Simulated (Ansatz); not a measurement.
# CdHgS2: the band gap up the ladder of functionals

An exercise on one series of results from a longer session: the logs are not shown, and one member is left open.

Code: Ansatz 0.2.0. PAW datasets, plane waves. The cell comes from a prototype generator: it can be a known phase or a hypothetical one. Spin polarisation is off.

## Starting point

The cell was relaxed beforehand with r2SCAN.

The symmetry is P-4m2 (No. 115, tetragonal); a = 4.181 Å, c = 5.884 Å in the conventional setting, 25.71 Å³ an atom. Near Cd stand 4 S at 2.54 Å; near S stand 2 Cd at 2.54 Å and 2 Hg at 2.57 Å; near Hg stand 4 S at 2.57 Å.

Coordinates:

```cif
data_structure
_symmetry_space_group_name_H-M 'P 1'
_symmetry_Int_Tables_number 1
_cell_length_a 4.1809
_cell_length_b 4.1809
_cell_length_c 5.8843
_cell_angle_alpha 90.000
_cell_angle_beta 90.000
_cell_angle_gamma 90.000
_cell_volume 102.85
loop_
_atom_site_label
_atom_site_type_symbol
_atom_site_fract_x
_atom_site_fract_y
_atom_site_fract_z
_atom_site_occupancy
Cd1 Cd 0.00000 0.00000 0.00000 1
S1 S 0.00000 0.50000 0.24656 1
Hg1 Hg 0.50000 0.50000 0.50000 1
S2 S 0.50000 0.00000 0.75344 1
```

Set-up of the first run:

Contents of input.yaml:

```yaml
crystal:
  lattice:
    - [4.1808544803, 0.0, 0.0]
    - [0.0, 4.1808544803, 0.0]
    - [0.0, 0.0, 5.8842973342]
  atoms:
    - { symbol: Cd, position: [0.0, 0.0, 0.0] }
    - { symbol: S, position: [0.0, 0.5, 0.2465594816] }
    - { symbol: Hg, position: [0.5, 0.5, 0.5] }
    - { symbol: S, position: [0.5, 0.0, 0.7534405184] }
kpoints:
  mp_grid: { grid: [6, 6, 4] }
  band_path:
    path:
      - [[0.0, 0.0, 0.0], [0.0, 0.5, 0.0], [0.5, 0.5, 4.050231555487e-33], [0.0, 0.0, 0.0], [5.50146126582e-50, 0.0, 0.5], [5.50146126582e-50, 0.5, 0.5], [0.5, 0.5, 0.5], [5.50146126582e-50, 0.0, 0.5]]
      - [[0.0, 0.5, 0.0], [5.50146126582e-50, 0.5, 0.5]]
      - [[0.5, 0.5, 4.050231555487e-33], [0.5, 0.5, 0.5]]
    npoints: 10
hamiltonian:
  xc: pbe
scf:
  occupations: { method: fermi_dirac, width: 0.02 }
  n_extra_bands: 5
output:
  forces: true
  stress: true
  eigenvalues: true
```

Started as:

```
$ ansatz run input.yaml --threads 2 --pin off --max-ram 2211MiB --backend cpu --events-out ev --progress --plain --runs-dir out
```

Among the steps run: PBE bands along the symmetry lines; r2SCAN at the same geometry; HSE06 at the same geometry; PBE+SOC at the same geometry; Quasiparticle levels, G0W0@PBE; PBE0.

One of the session's tables, all rows but one given; the rest of the session is left out.

| level | gap (eV) |
| --- | --- |
| PBE | 0.27 |
| r2SCAN | 0.62 |
| HSE06 | 1.20 |
| PBE+SOC | 0.25 |
| G0W0@PBE (307 empty bands) | ? |
| PBE0 | 1.84 |

**Question.** Estimate the row for G0W0@PBE (307 empty bands).

**Answer.** gap (eV): 0.63. In the column «gap (eV)» it lies between r2SCAN (0.62) and HSE06 (1.20).

Meshes: PBE 6×6×4, r2SCAN 6×6×4, HSE06 4×4×4, PBE+SOC 6×6×4, PBE0 4×4×4

In words: PBE+SOC gives the least gap, 0.25 eV, and PBE0 the largest, 1.84 eV. Against G0W0@PBE, PBE is short by 0.36 eV, at 43 % of it, and r2SCAN 98 %. PBE0 lies 0.64 eV above HSE06, which differs from it by screening the long-range exchange. G0W0 here is at a finite number of bands, screening cutoff and k mesh, not at the basis limit.

Caveats from the session: Warnings in the runs' records: stress exchange threshold loose, stress scf threshold loose.
